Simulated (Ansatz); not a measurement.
# [GaBrH3]- (GaH3Br−): the relaxed shape and its frontier levels

Aim: characterise [GaBrH3]- (GaH3Br−) as a singlet: its structure, frontier levels and distribution of charge.

Computed with Ansatz 0.2.0, Gaussian basis. Level: RKS PBE0-D4/def2-TZVPD.

Levels to be run: relaxation at r2SCAN-D4/def2-TZVPD; a search for the lowest solution at PBE0-D4/def2-SVP; a single point at PBE0-D4/def2-TZVPD.

## (1) Where the work starts

5 atoms, charge -1, spin multiplicity 1.

Atoms are counted from 1 here; the program's logs count them from 0.

Bond lengths: Ga1–Br2 2.291 Å, Ga1–H3 1.593 Å, Ga1–H4 1.594 Å, Ga1–H5 1.594 Å. Angles: Br2–Ga1–H3 109.0°, Br2–Ga1–H4 108.9°, Br2–Ga1–H5 109.0°, H3–Ga1–H4 109.9°, H3–Ga1–H5 110.0°, H4–Ga1–H5 110.0°.

Geometry (Å):

```
Ga   -0.00100    0.00093   -0.14711
Br    0.01251   -0.01954    2.14344
H     1.50249    0.01110   -0.67423
H    -0.76078    1.30905   -0.64828
H    -0.75322   -1.30154   -0.67382
```

The ion is computed in the gas phase, without counter-ions or solvent.

The start is a GFN2-xTB (ALPB water) geometry.

## (2) Relaxation at r2SCAN-D4/def2-TZVPD

The input, in.yaml:

```yaml
crystal:
  periodic: [false, false, false]
  atoms:
    - {symbol: Ga, position_ang: [-0.001000, 0.000930, -0.147110]}
    - {symbol: Br, position_ang: [0.012510, -0.019540, 2.143440]}
    - {symbol: H, position_ang: [1.502490, 0.011100, -0.674230]}
    - {symbol: H, position_ang: [-0.760780, 1.309050, -0.648280]}
    - {symbol: H, position_ang: [-0.753220, -1.301540, -0.673820]}
basis:
  gaussian: {orbitals: def2-TZVPD}
total_charge: -1
hamiltonian: {xc: r2scan, dispersion: d4}
scf: {lower_state_search: "off"}
output: {orbitals: {seedname: orbitals}}
relax: {f_tol: 0.02, max_steps: 100}
```

Launch:

```sh
ansatz run in.yaml --threads 4 --pin off --events-out ev --progress --plain --max-ram 3916MiB
```

Further steps of the session: Searching for the lowest solution, PBE0-D4/def2-SVP; Single point, PBE0-D4/def2-TZVPD.

Q: Predict the results of all the runs planned. Wanted: point group; Br–Ga bond; HOMO, LUMO at PBE0-D4/def2-TZVPD.

The runs gave:

| quantity | value |
| --- | --- |
| point group | C3v |
| Br–Ga bond | 2.482 Å |
| HOMO, LUMO at PBE0-D4/def2-TZVPD | -2.58, 3.62 eV |

What this shows: The molecule keeps its bonding pattern by the stored test; the atoms moved 0.07 Å (rms). No usable vibrations, so a minimum isn't proven. The HOMO lies nearest to Br2 59 %; H3 24 % and the LUMO to Br2 72 %; H3, H4, H5 about 9 % each.
